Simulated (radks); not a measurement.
# S⁺ in [Ne] 3s2 3p3: an all-electron calculation

An exercise on one series of results from a longer session: the logs are not shown, and one member is left open.

Program: radks (a radial shooting solver on a logarithmic mesh, Libxc functionals) version 1. Level of theory: scalar-relativistic Kohn-Sham, PBEsol, spin-polarised, spherical densities, finite nucleus; open shells are filled with parallel spins first. These are calculated values, not measurements, unless marked.

## The atom as given

* element: sulfur (Z = 16)
* charge: +1
* electrons: 15
* configuration: [Ne] 3s2 3p3
* nuclear rms radius: 3.2611 fm

The outer shells:

S⁺
```
[Ne] core
3s [↑↓]
3p [↑ ][↑ ][↑ ]
```

Set-up of the first run:

Input:

```text
Z 16
configuration [Ne] 3s2 3p3 4s0 3d0
relativity scalar-relativistic
functional pbe_sol,pbe_sol
spin polarised
nucleus finite rms 3.2611 fm
c 137.035999084
```

On the command line:

```console
$ python run_ks.py task.json out
```

All runs below come from this command, one after another.

One of the session's tables, all rows but one given; the rest of the session is left out.

It belongs to the step «Orbitals and density». Radial moments (bohr):

| level | <r> | outermost maximum (interpolated) | 90 % within | nodes |
| --- | --- | --- | --- | --- |
| 1s up | 0.09699 | 0.0634 | 0.173 | 0 |
| 1s down | 0.09698 | 0.0634 | 0.173 | 0 |
| 2s up | 0.4797 | 0.389 | 0.752 | 1 |
| 2s down | 0.4794 | 0.389 | 0.751 | 1 |
| 2p up | 0.4429 | 0.326 | 0.738 | 0 |
| 2p down | ? | ? | ? | ? |
| 3s up | 1.632 | 1.39 | 2.45 | 2 |
| 3s down | 1.646 | 1.39 | 2.49 | 2 |
| 3p up | 1.872 | 1.55 | 2.88 | 1 |
| 3p down | 1.932 | 1.55 | 3.02 | 1 |
| 3d up | 3.173 | 2.27 | 5.31 | 0 |

Q: Estimate the row for 2p down from the others.

The run gave: <r>: 0.4425; outermost maximum (interpolated): 0.326; 90 % within: 0.737; nodes: 0. In the column «<r>» it lies between 1s up (0.09699) and 2p up (0.4429).

To keep in mind: Open shells are spherical and high-spin; term and fine-structure splittings are not resolved.
